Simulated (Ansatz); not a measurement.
# GaH₅S (built from SMILES S.[GaH3]): search for a transition state

Aim: find the saddle point of a four-centre ligand exchange that is to form Ga1–S6, H2–H5 and break Ga1–H2, H5–S6, prove it by its vibrations, and relax downhill on both sides to see what it joins.

Method: PBE0-D4, def2-SVP first, then def2-TZVP; program: Ansatz 0.2.0, Gaussian basis.

129 further runs of the same task are left out: 1 that didn't finish, 128 set aside as unsound or not needed.

### Step 1. The starting structure

The guess: 7 atoms, charge 0, spin multiplicity 1.

Atoms are counted from 1 here; the program's logs count them from 0.

Bond lengths: Ga1–H3 1.555 Å, Ga1–H4 1.561 Å, Ga1–S6 2.649 Å, S6–H7 1.332 Å. Angles: H3–Ga1–H4 125.8°, H3–Ga1–S6 117.8°, H4–Ga1–S6 111.0°, Ga1–S6–H7 89.4°.

Coordinates:

```
Ga   -0.88370   -0.43650   -0.19930
H     0.62040    0.24010   -1.36520
H    -1.25660   -1.89470   -0.59160
H    -1.88970    0.73930    0.00940
H     1.15320    0.23000   -0.54170
S     1.31940   -0.06580    1.22460
H     0.93710    1.18760    1.46370
```

Distances that are to change: Ga1–S6 2.65 Å, H2–H5 0.98 Å, Ga1–H2 2.02 Å, H5–S6 1.80 Å.

### Step 2. Relaxing the guess with the reacting distances held

File hold/in.yaml:

```yaml
crystal:
  periodic: [false, false, false]
  atoms:
    - {symbol: Ga, position_ang: [-0.883700, -0.436500, -0.199300]}
    - {symbol: H, position_ang: [0.620400, 0.240100, -1.365200]}
    - {symbol: H, position_ang: [-1.256600, -1.894700, -0.591600]}
    - {symbol: H, position_ang: [-1.889700, 0.739300, 0.009400]}
    - {symbol: H, position_ang: [1.153200, 0.230000, -0.541700]}
    - {symbol: S, position_ang: [1.319400, -0.065800, 1.224600]}
    - {symbol: H, position_ang: [0.937100, 1.187600, 1.463700]}
basis:
  gaussian: {orbitals: def2-SVP}
hamiltonian: {xc: pbe0, dispersion: d4}
relax: {f_tol: 0.08, max_steps: 120, escape_saddle: false, constraints: [{distance: [0, 5]}, {distance: [1, 4]}, {distance: [0, 1]}, {distance: [4, 5]}]}
```

Command:

```bash
> ansatz run in.yaml --threads 2 --pin off --events-out ev --progress --plain --max-ram 4352MiB
```

Log (excerpt; [...] marks lines left out):

```text
Functional definition: PBE0
  name "PBE0"
  cite "Adamo & Barone, J. Chem. Phys. 110, 6158 (1999) doi:10.1063/1.478522"
  cite "Perdew, Burke & Ernzerhof, Phys. Rev. Lett. 77, 3865 (1996) doi:10.1103/PhysRevLett.77.3865"
  parent pbe
[...]
786 factors; integrals over basis functions are off by at most 3.1e-4 eV
[...]
mean field -63272.36056135 eV, -2325.2163630834 hartree, gradient 5.7e-5 eV, S^2 0.000000; 0 other end points of the search recorded, 0 dependent functions left out
[...]
reference -63272.36058864 eV, -2325.2163640862 hartree; 26, 26 occupied and 49, 49 virtual orbitals, 786 factors
relax step   1: F+E_penalty+E_count = -63272.47598057 eV  Δ(F+E_penalty+E_count) = +0.000e0 eV  max|allowed force component| = 6.583e-1 eV/Å  Δτ_max = 0.0000 Å  (21 SCF iters, accepted)
[...]
relax step   4: F+E_penalty+E_count = -63272.62248031 eV  Δ(F+E_penalty+E_count) = -5.469e-4 eV  max|allowed force component| = 1.746e-1 eV/Å  Δτ_max = 0.0693 Å  (23 SCF iters, accepted)
[...]
relax step   5: F+E_penalty+E_count = -63272.62669235 eV  Δ(F+E_penalty+E_count) = -4.212e-3 eV  max|allowed force component| = 3.306e-2 eV/Å  Δτ_max = 0.0288 Å  (23 SCF iters, accepted)
  distance Ga 0 - S 5 held at 2.649256 Å   reaction = +1.3603e0 eV/Å
  distance H 1 - H 4 held at 0.980882 Å   reaction = +3.6421e-1 eV/Å
  distance Ga 0 - H 1 held at 2.019759 Å   reaction = +6.6658e-1 eV/Å
  distance H 4 - S 5 held at 1.798593 Å   reaction = -5.9809e-1 eV/Å
786 factors; integrals over basis functions are off by at most 3.8e-4 eV
mean field -63272.51291377 eV, -2325.2219619315 hartree, gradient 5.7e-5 eV, S^2 0.000000; 1 other end points of the search recorded, 0 dependent functions left out
[...]
reference -63272.51294108 eV, -2325.2219629351 hartree; 26, 26 occupied and 49, 49 virtual orbitals, 786 factors
Total energy: -63272.62671966 eV, -2325.2261442207 hartree
Atom 0 at    -0.920495    -0.410010    -0.199495 Å, force     1.620379     0.365577     0.331631 eV/Å
Atom 1 at     0.559399     0.243394    -1.408795 Å, force    -0.342094    -0.249558     0.730977 eV/Å
Atom 2 at    -1.046685    -1.906067    -0.579296 Å, force     0.002422     0.007687     0.003890 eV/Å
Atom 3 at    -1.827807     0.835895    -0.034063 Å, force     0.003365    -0.003765     0.001242 eV/Å
Atom 4 at     0.952309     0.157452    -0.514163 Å, force    -0.259626     0.126412    -0.911472 eV/Å
Atom 5 at     1.287401    -0.107202     1.233008 Å, force    -1.036873    -0.213290    -0.146875 eV/Å
Atom 6 at     0.995977     1.186538     1.502704 Å, force     0.012427    -0.033062    -0.009393 eV/Å
Dipole moment:    -0.365934     0.123440    -0.160666 e Å
```

Run time: 8 s. Hardware: 2 threads of Arm Neoverse V1, shared host.

Along the way:

| step | energy from step 1 (eV) | largest force component (eV/Å) |
| --- | --- | --- |
| 1 | 0.0000 | 0.6583 |
| 2 | -0.1262 | 0.2548 |
| 3 | -0.1460 | 0.1563 |
| 4 | -0.1465 | 0.1746 |
| 5 | -0.1507 | 0.0331 |

Close pairs (by a distance rule), those that changed most:

| bond | before (Å) | after (Å) | change (Å) |
| --- | --- | --- | --- |
| Ga1–H5 | 2.170 | 1.982 | -0.188 |
| S6–H7 | 1.332 | 1.353 | +0.021 |
| Ga1–H4 | 1.561 | 1.550 | -0.011 |
| Ga1–H3 | 1.555 | 1.549 | -0.007 |
| Ga1–S6 | 2.649 | 2.649 | +0.000 |

### Step 3. A starting Hessian

File hessian/in.yaml:

```yaml
crystal:
  periodic: [false, false, false]
  atoms:
    - {symbol: Ga, position_ang: [-0.920495, -0.410010, -0.199495]}
    - {symbol: H, position_ang: [0.559399, 0.243394, -1.408795]}
    - {symbol: H, position_ang: [-1.046685, -1.906067, -0.579296]}
    - {symbol: H, position_ang: [-1.827807, 0.835895, -0.034063]}
    - {symbol: H, position_ang: [0.952309, 0.157452, -0.514163]}
    - {symbol: S, position_ang: [1.287401, -0.107202, 1.233008]}
    - {symbol: H, position_ang: [0.995977, 1.186538, 1.502704]}
basis:
  gaussian: {orbitals: def2-SVP}
hamiltonian: {xc: pbe0, dispersion: d4}
phonons: {}
scf: {lower_state_search: off}
```

Command:

```bash
> ansatz run in.yaml --threads 2 --pin off --events-out ev --progress --plain --max-ram 4352MiB
```

Log (excerpt; [...] marks lines left out):

```text
[... 5 set-up lines as earlier in the session ...]
[...]
784 factors; integrals over basis functions are off by at most 4.4e-4 eV
[...]
mean field -63272.51291391 eV, -2325.2219619367 hartree, gradient 1.8e-6 eV, S^2 0.000000; 0 other end points of the search recorded, 0 dependent functions left out
[...]
reference -63272.51294102 eV, -2325.2219629327 hartree; 26, 26 occupied and 49, 49 virtual orbitals, 784 factors
[... from here to the last solve, the lines of the solves are left out (41 solves) ...]
784 factors; integrals over basis functions are off by at most 4.4e-4 eV
[...]
mean field -63272.51292566 eV, -2325.2219623685 hartree, gradient 1.6e-6 eV, S^2 0.000000; 0 other end points of the search recorded, 0 dependent functions left out
[...]
WARN: phonons: modes at or below zero, which the zero-point energy, F, S and C_V leave out: 1, the lowest at -836.71 cm⁻¹. A minimum has none, and a first-order saddle one
[...]
Total energy: -63272.62671961 eV, -2325.2261442189 hartree
Atom 0 at    -0.920495    -0.410010    -0.199495 Å, force     1.620538     0.365672     0.331793 eV/Å
Atom 1 at     0.559399     0.243394    -1.408795 Å, force    -0.342029    -0.249483     0.730804 eV/Å
Atom 2 at    -1.046685    -1.906067    -0.579296 Å, force     0.002440     0.007704     0.003915 eV/Å
Atom 3 at    -1.827807     0.835895    -0.034063 Å, force     0.003307    -0.003789     0.001190 eV/Å
Atom 4 at     0.952309     0.157452    -0.514163 Å, force    -0.259777     0.126358    -0.911525 eV/Å
Atom 5 at     1.287401    -0.107202     1.233008 Å, force    -1.036868    -0.213381    -0.146763 eV/Å
Atom 6 at     0.995977     1.186538     1.502704 Å, force     0.012389    -0.033080    -0.009415 eV/Å
Dipole moment:    -0.365933     0.123439    -0.160666 e Å
Vibrations: -836.71 219.60 324.20 392.11 595.40 619.41 654.81 665.40 723.61 1254.93 1419.82 1786.11 2036.95 2070.60 2704.25 cm⁻¹, zero-point energy 0.958844 eV
Checks for a lower state left out: stability, starts, cluster_reference, orbital_swaps, neighbouring_geometries, increment
```

Wall time 38 s (2 threads of Arm Neoverse V1, shared host).

The structure is not stationary yet, so these wavenumbers are no spectrum; the search needs only the force constants.

### Step 4. Saddle search in the small basis

The search itself is an outer loop (partitioned rational-function steps, Bofill update of the Hessian). Each step is one single-point run with forces. It stops when the largest force is under 0.03 eV/Å and the followed curvature is negative. The first step's input:

File presaddle/in.yaml:

```yaml
crystal:
  periodic: [false, false, false]
  atoms:
    - {symbol: Ga, position_ang: [-0.920495, -0.410010, -0.199495]}
    - {symbol: H, position_ang: [0.559399, 0.243394, -1.408795]}
    - {symbol: H, position_ang: [-1.046685, -1.906067, -0.579296]}
    - {symbol: H, position_ang: [-1.827807, 0.835895, -0.034063]}
    - {symbol: H, position_ang: [0.952309, 0.157452, -0.514163]}
    - {symbol: S, position_ang: [1.287401, -0.107202, 1.233008]}
    - {symbol: H, position_ang: [0.995977, 1.186538, 1.502704]}
basis:
  gaussian: {orbitals: def2-SVP}
hamiltonian: {xc: pbe0, dispersion: d4}
output: {forces: true}
scf: {lower_state_search: off}
```

Command:

```bash
> ansatz run in.yaml --threads 2 --pin off --events-out ev --progress --plain --max-ram 4352MiB
```

The driver's record:

| step | energy (eV) | largest force (eV/Å) | followed curvature (eV/Å²) |
| --- | --- | --- | --- |
| 1 | -63272.62671 | 1.6205 | -6.05 |
| 2 | -63272.80692 | 0.3127 | -5.96 |
| 3 | -63272.80386 | 0.2393 | -7.10 |
| 4 | -63272.80416 | 0.0812 | -5.54 |
| 5 | -63272.80516 | 0.0150 | -5.35 |

The 5 steps took 5.2 s in all (2 threads of Arm Neoverse V1, shared host).

### Step 5. Saddle search in triple zeta

The search itself is an outer loop (partitioned rational-function steps, Bofill update of the Hessian). Each step is one single-point run with forces. It stops when the largest force is under 0.008 eV/Å and the followed curvature is negative. The first step's input:

File saddle/in.yaml:

```yaml
crystal:
  periodic: [false, false, false]
  atoms:
    - {symbol: Ga, position_ang: [-0.799020, -0.347566, -0.288535]}
    - {symbol: H, position_ang: [0.421992, 0.206331, -1.381185]}
    - {symbol: H, position_ang: [-0.998066, -1.869584, -0.533163]}
    - {symbol: H, position_ang: [-1.774298, 0.826769, 0.007860]}
    - {symbol: H, position_ang: [1.009397, 0.151874, -0.438217]}
    - {symbol: S, position_ang: [1.184869, -0.134221, 1.173160]}
    - {symbol: H, position_ang: [0.955226, 1.166397, 1.459980]}
basis:
  gaussian: {orbitals: def2-TZVP}
hamiltonian: {xc: pbe0, dispersion: d4}
output: {forces: true}
scf: {lower_state_search: off}
```

Command:

```bash
> ansatz run in.yaml --threads 2 --pin off --events-out ev --progress --plain --max-ram 4352MiB
```

The driver's record:

| step | energy (eV) | largest force (eV/Å) | followed curvature (eV/Å²) |
| --- | --- | --- | --- |
| 1 | -63283.33786 | 0.2107 | -5.35 |
| 2 | -63283.33933 | 0.0261 | -5.70 |
| 3 | -63283.33945 | 0.0123 | -5.80 |
| 4 | -63283.33942 | 0.0209 | -5.89 |
| 5 | -63283.33948 | 0.0008 | -5.88 |

The 5 steps took 7.5 s in all (2 threads of Arm Neoverse V1, shared host).

The point found:

```
Ga   -0.7959   -0.3429   -0.2923
H     0.4262    0.2105   -1.3792
H    -0.9958   -1.8643   -0.5308
H    -1.7780    0.8215    0.0127
H     1.0074    0.1482   -0.4256
S     1.1806   -0.1345    1.1720
H     0.9557    1.1614    1.4432
```

Followed mode, largest move set to 1: H5 (-0.47, 0.08, -0.88); Ga1 (0.15, -0.13, 0.74); S6 (-0.18, -0.08, 0.30); H2 (0.29, 0.02, 0.09).

### Step 6. Vibrations at the point found

File vib/in.yaml:

```yaml
crystal:
  periodic: [false, false, false]
  atoms:
    - {symbol: Ga, position_ang: [-0.795948, -0.342870, -0.292323]}
    - {symbol: H, position_ang: [0.426160, 0.210522, -1.379207]}
    - {symbol: H, position_ang: [-0.995751, -1.864260, -0.530838]}
    - {symbol: H, position_ang: [-1.778025, 0.821529, 0.012701]}
    - {symbol: H, position_ang: [1.007436, 0.148164, -0.425611]}
    - {symbol: S, position_ang: [1.180560, -0.134529, 1.171953]}
    - {symbol: H, position_ang: [0.955669, 1.161443, 1.443225]}
basis:
  gaussian: {orbitals: def2-TZVP}
hamiltonian: {xc: pbe0, dispersion: d4}
phonons: {temperatures: {t_min: 298.15, t_max: 900, t_step: 200}}
```

Command:

```bash
> ansatz run in.yaml --threads 2 --pin off --events-out ev --progress --plain --max-ram 4352MiB
```

Log (excerpt; [...] marks lines left out):

```text
[... 5 set-up lines as earlier in the session ...]
[...]
904 factors; their error is unknown
[...]
mean field -63283.23396402 eV, -2325.6159532611 hartree, gradient 6.4e-5 eV, S^2 0.000000; 0 other end points of the search recorded, 0 dependent functions left out
[...]
reference -63283.23399200 eV, -2325.6159542892 hartree; 26, 26 occupied and 89, 89 virtual orbitals, 904 factors
[... from here to the last solve, the lines of the solves are left out (41 solves) ...]
904 factors; their error is unknown
mean field -63283.23395147 eV, -2325.6159527998 hartree, gradient 2.3e-6 eV, S^2 0.000000; 0 other end points of the search recorded, 0 dependent functions left out
[...]
reference -63283.23397944 eV, -2325.6159538279 hartree; 26, 26 occupied and 89, 89 virtual orbitals, 904 factors
WARN: phonons: modes at or below zero, which the zero-point energy, F, S and C_V leave out: 1, the lowest at -1093.63 cm⁻¹. A minimum has none, and a first-order saddle one
Total energy: -63283.33947570 eV, -2325.6198307437 hartree
Atom 0 at    -0.795948    -0.342870    -0.292323 Å, force    -0.000753    -0.000689     0.000148 eV/Å
Atom 1 at     0.426160     0.210522    -1.379207 Å, force     0.000810     0.000102    -0.000230 eV/Å
Atom 2 at    -0.995751    -1.864260    -0.530838 Å, force     0.000019     0.000740     0.000199 eV/Å
Atom 3 at    -1.778025     0.821529     0.012701 Å, force     0.000419    -0.000394     0.000127 eV/Å
Atom 4 at     1.007436     0.148164    -0.425611 Å, force    -0.000302     0.000207     0.000489 eV/Å
Atom 5 at     1.180560    -0.134529     1.171953 Å, force    -0.000145    -0.000612    -0.000722 eV/Å
Atom 6 at     0.955669     1.161443     1.443225 Å, force    -0.000047     0.000646    -0.000012 eV/Å
Dipole moment:    -0.029779     0.173476    -0.015471 e Å
Vibrations: -1093.63 278.34 319.96 436.59 598.56 667.92 710.93 714.80 1007.95 1206.33 1390.20 1657.71 2015.29 2034.93 2718.50 cm⁻¹, zero-point energy 0.976872 eV
```

Run time: 56 s. Hardware: 2 threads of Arm Neoverse V1, shared host.

Wavenumbers and character of the modes:

| mode | wavenumber (cm⁻¹) | character |
| --- | --- | --- |
| 1 | 1094i | changes H2–H5, H5–S6 |
| 2 | 278 | Ga–S stretch with bend |
| 3 | 320 | bend |
| 4 | 437 | bend |
| 5 | 599 | bend |
| 6 | 668 | bend |
| 7 | 711 | bend |
| 8 | 715 | bend |
| 9 | 1008 | bend |
| 10 | 1206 | bend |
| 11 | 1390 | Ga–H stretch with bend |
| 12 | 1658 | Ga–H stretch |
| 13 | 2015 | Ga–H stretch |
| 14 | 2035 | Ga–H stretch |
| 15 | 2718 | S–H stretch |

Vibrational sums (real modes only):

| T (K) | entropy (J/mol/K) | heat capacity (J/mol/K) |
| --- | --- | --- |
| 298 | 21.9 | 37.7 |
| 498 | 47.1 | 61.0 |
| 698 | 70.4 | 76.6 |
| 898 | 91.0 | 87.2 |

### Step 7. Relaxing after a step of 0.30 Å one way along the mode

File downa/in.yaml:

```yaml
crystal:
  periodic: [false, false, false]
  atoms:
    - {symbol: Ga, position_ang: [-0.750395, -0.382023, -0.071129]}
    - {symbol: H, position_ang: [0.513822, 0.215491, -1.351269]}
    - {symbol: H, position_ang: [-0.974664, -1.851629, -0.581037]}
    - {symbol: H, position_ang: [-1.738487, 0.840910, -0.043469]}
    - {symbol: H, position_ang: [0.865166, 0.172252, -0.688630]}
    - {symbol: S, position_ang: [1.127060, -0.157652, 1.261195]}
    - {symbol: H, position_ang: [0.957599, 1.162651, 1.474239]}
basis:
  gaussian: {orbitals: def2-TZVP}
hamiltonian: {xc: pbe0, dispersion: d4}
relax: {f_tol: 0.005, max_steps: 200}
```

Command:

```bash
> ansatz run in.yaml --threads 2 --pin off --events-out ev --progress --plain --max-ram 4352MiB
```

Log (excerpt; [...] marks lines left out):

```text
[... 5 set-up lines as earlier in the session ...]
[...]
904 factors; their error is unknown
[...]
mean field -63283.56915907 eV, -2325.6282714519 hartree, gradient 2.5e-5 eV, S^2 0.000000; 0 other end points of the search recorded, 0 dependent functions left out
[...]
reference -63283.56918745 eV, -2325.6282724949 hartree; 26, 26 occupied and 89, 89 virtual orbitals, 904 factors
relax step   1: F+E_penalty+E_count = -63283.67426525 eV  Δ(F+E_penalty+E_count) = +0.000e0 eV  max|allowed force component| = 2.086e0 eV/Å  Δτ_max = 0.0000 Å  (23 SCF iters, accepted)
[...]
reference -63284.31441792 eV, -2325.6556592096 hartree; 26, 26 occupied and 89, 89 virtual orbitals, 904 factors
Total energy: -63284.41225665 eV, -2325.6592547166 hartree
Atom 0 at    -0.718746    -0.397844     0.299563 Å, force     0.000254    -0.000798    -0.000392 eV/Å
Atom 1 at     0.494822     0.266679    -2.122884 Å, force    -0.000298     0.000020    -0.000384 eV/Å
Atom 2 at    -0.929325    -1.817279    -0.309386 Å, force    -0.000127    -0.000323    -0.000058 eV/Å
Atom 3 at    -1.585423     0.870045     0.024630 Å, force    -0.000892     0.001146    -0.000258 eV/Å
Atom 4 at     1.075498     0.241777    -1.649755 Å, force     0.000287    -0.000063     0.000237 eV/Å
Atom 5 at     0.931141    -0.233376     1.751642 Å, force     0.000494     0.002590     0.001215 eV/Å
Atom 6 at     0.732133     1.069998     2.006090 Å, force     0.000282    -0.002572    -0.000360 eV/Å
Dipole moment:    -0.137870     0.163067    -0.169826 e Å
```

Run time: 31 s. Hardware: 2 threads of Arm Neoverse V1, shared host.

Along the way: (the energy doesn't fall at every step)

| step | energy from step 1 (eV) | largest force component (eV/Å) |
| --- | --- | --- |
| 1 | 0.0000 | 2.0860 |
| 2 | -0.3861 | 1.0089 |
| 3 | -0.5337 | 1.1280 |
| 4 | -0.6668 | 0.7294 |
| 5 | -0.7136 | 0.3098 |
| 6 | -0.7312 | 0.2671 |
| 7 | -0.7314 | 0.1247 |
| 8 | -0.7225 | 0.1486 |
| 9 | -0.7360 | 0.1282 |
| 10 | -0.7337 | 0.1819 |
| 11 | -0.7374 | 0.0714 |
| 12 | -0.7379 | 0.0221 |
| 13 | -0.7379 | 0.0051 |
| 14 | -0.7380 | 0.0070 |
| 15 | -0.7380 | 0.0026 |

Distances of close pairs at the start and the end, largest changes first:

| bond | before (Å) | after (Å) | change (Å) |
| --- | --- | --- | --- |
| Ga1–H5 | 1.816 | 2.725 | +0.909 |
| Ga1–H2 | 1.896 | 2.790 | +0.894 |
| Ga1–S6 | 2.313 | 2.204 | -0.109 |
| Ga1–H3 | 1.572 | 1.559 | -0.013 |
| Ga1–H4 | 1.572 | 1.560 | -0.012 |
| S6–H7 | 1.348 | 1.343 | -0.005 |
| H2–H5 | 0.751 | 0.749 | -0.002 |

### Step 8. Relaxing after a step of 0.30 Å the other way along the mode

File downb/in.yaml:

```yaml
crystal:
  periodic: [false, false, false]
  atoms:
    - {symbol: Ga, position_ang: [-0.841501, -0.303716, -0.513517]}
    - {symbol: H, position_ang: [0.338497, 0.205553, -1.407144]}
    - {symbol: H, position_ang: [-1.016838, -1.876891, -0.480639]}
    - {symbol: H, position_ang: [-1.817563, 0.802147, 0.068872]}
    - {symbol: H, position_ang: [1.149707, 0.124076, -0.162592]}
    - {symbol: S, position_ang: [1.234059, -0.111405, 1.082710]}
    - {symbol: H, position_ang: [0.953739, 1.160235, 1.412211]}
basis:
  gaussian: {orbitals: def2-TZVP}
hamiltonian: {xc: pbe0, dispersion: d4}
relax: {f_tol: 0.005, max_steps: 200}
```

Command:

```bash
> ansatz run in.yaml --threads 2 --pin off --events-out ev --progress --plain --max-ram 4352MiB
```

Log (excerpt; [...] marks lines left out):

```text
[... 5 set-up lines as earlier in the session ...]
[...]
904 factors; their error is unknown
[...]
mean field -63283.24839615 eV, -2325.6164836323 hartree, gradient 5.7e-5 eV, S^2 0.000000; 0 other end points of the search recorded, 0 dependent functions left out
[...]
reference -63283.24842538 eV, -2325.6164847064 hartree; 26, 26 occupied and 89, 89 virtual orbitals, 904 factors
relax step   1: F+E_penalty+E_count = -63283.35229310 eV  Δ(F+E_penalty+E_count) = +0.000e0 eV  max|allowed force component| = 3.577e0 eV/Å  Δτ_max = 0.0000 Å  (23 SCF iters, accepted)
[...]
reference -63283.89986699 eV, -2325.6404247440 hartree; 26, 26 occupied and 89, 89 virtual orbitals, 904 factors
Total energy: -63284.00105468 eV, -2325.6441433230 hartree
Atom 0 at    -0.925344    -0.255736    -0.589692 Å, force    -0.000399     0.000131    -0.000357 eV/Å
Atom 1 at    -0.187366     0.495921    -1.761861 Å, force    -0.000082     0.000092    -0.000171 eV/Å
Atom 2 at    -0.893591    -1.829458    -0.555406 Å, force     0.000294     0.000328     0.000232 eV/Å
Atom 3 at    -2.034699     0.508424     0.225312 Å, force     0.000255    -0.000169    -0.000003 eV/Å
Atom 4 at     1.969267    -0.317184     0.453415 Å, force    -0.000604     0.000194     0.000313 eV/Å
Atom 5 at     0.922088     0.044497     1.213308 Å, force     0.000694    -0.000143     0.000342 eV/Å
Atom 6 at     1.149747     1.353535     1.014825 Å, force    -0.000158    -0.000434    -0.000357 eV/Å
Dipole moment:     0.599070     0.199447     0.280727 e Å
```

Wall time 40 s (2 threads of Arm Neoverse V1, shared host).

The steps of the relaxation: (the energy doesn't fall at every step)

| step | energy from step 1 (eV) | largest force component (eV/Å) |
| --- | --- | --- |
| 1 | 0.0000 | 3.5768 |
| 2 | -0.3661 | 0.7424 |
| 3 | -0.4592 | 0.6930 |
| 4 | -0.5380 | 0.4910 |
| 5 | -0.5919 | 0.6124 |
| 6 | -0.6231 | 0.1570 |
| 7 | -0.6398 | 0.0803 |
| 8 | -0.6431 | 0.0942 |
| 9 | -0.6390 | 0.4616 |
| 10 | -0.6463 | 0.0185 |
| 11 | -0.6460 | 0.2170 |
| 12 | -0.6474 | 0.0234 |
| 13 | -0.6472 | 0.0682 |
| 14 | -0.6480 | 0.0110 |
| 15 | -0.6484 | 0.0128 |
| 16 | -0.6486 | 0.0437 |
| 17 | -0.6486 | 0.0425 |
| 18 | -0.6487 | 0.0126 |
| 19 | -0.6487 | 0.0007 |
| 20 | -0.6487 | 0.0007 |

Close pairs (by a distance rule), those that changed most:

| bond | before (Å) | after (Å) | change (Å) |
| --- | --- | --- | --- |
| H5–S6 | 1.270 | 1.343 | +0.073 |
| Ga1–S6 | 2.625 | 2.599 | -0.027 |
| Ga1–H4 | 1.586 | 1.574 | -0.011 |
| Ga1–H2 | 1.565 | 1.576 | +0.011 |
| Ga1–H3 | 1.583 | 1.574 | -0.009 |
| S6–H7 | 1.343 | 1.343 | +0.000 |

### Step 9. The three structures

| pair | start side (Å) | saddle (Å) | end side (Å) |
| --- | --- | --- | --- |
| Ga1–S6 | 2.599 | 2.469 | 2.204 |
| H2–H5 | 3.197 | 1.119 | 0.749 |
| Ga1–H2 | 1.576 | 1.727 | 2.790 |
| H5–S6 | 1.343 | 1.632 | 3.437 |

### Step 10. What came out

| quantity | value |
| --- | --- |
| imaginary mode | 1094i cm⁻¹ |
| barrier from the start side | 15.3 kcal/mol |
| barrier from the end side | 24.7 kcal/mol |
| energy of the step | -9.5 kcal/mol |
| pairs that change | Ga1–S6 tightened, H2–H5 formed, Ga1–H2 broken, H5–S6 broken |
| zero-point energy at the saddle | 0.977 eV |

In words: One imaginary mode, 1094i cm⁻¹, makes this a first-order saddle. Going downhill both ways gives the intended start and end. At PBE0-D4/def2-TZVP the electronic barrier is 15.3 kcal/mol, about 26 kT at 298 K, and the step runs 9.5 kcal/mol downhill. With so stiff a mode tunnelling counts: Wigner's rough correction is a factor of 2.2 at 298 K. The ends are the nearest minima, not always the lowest complexes.
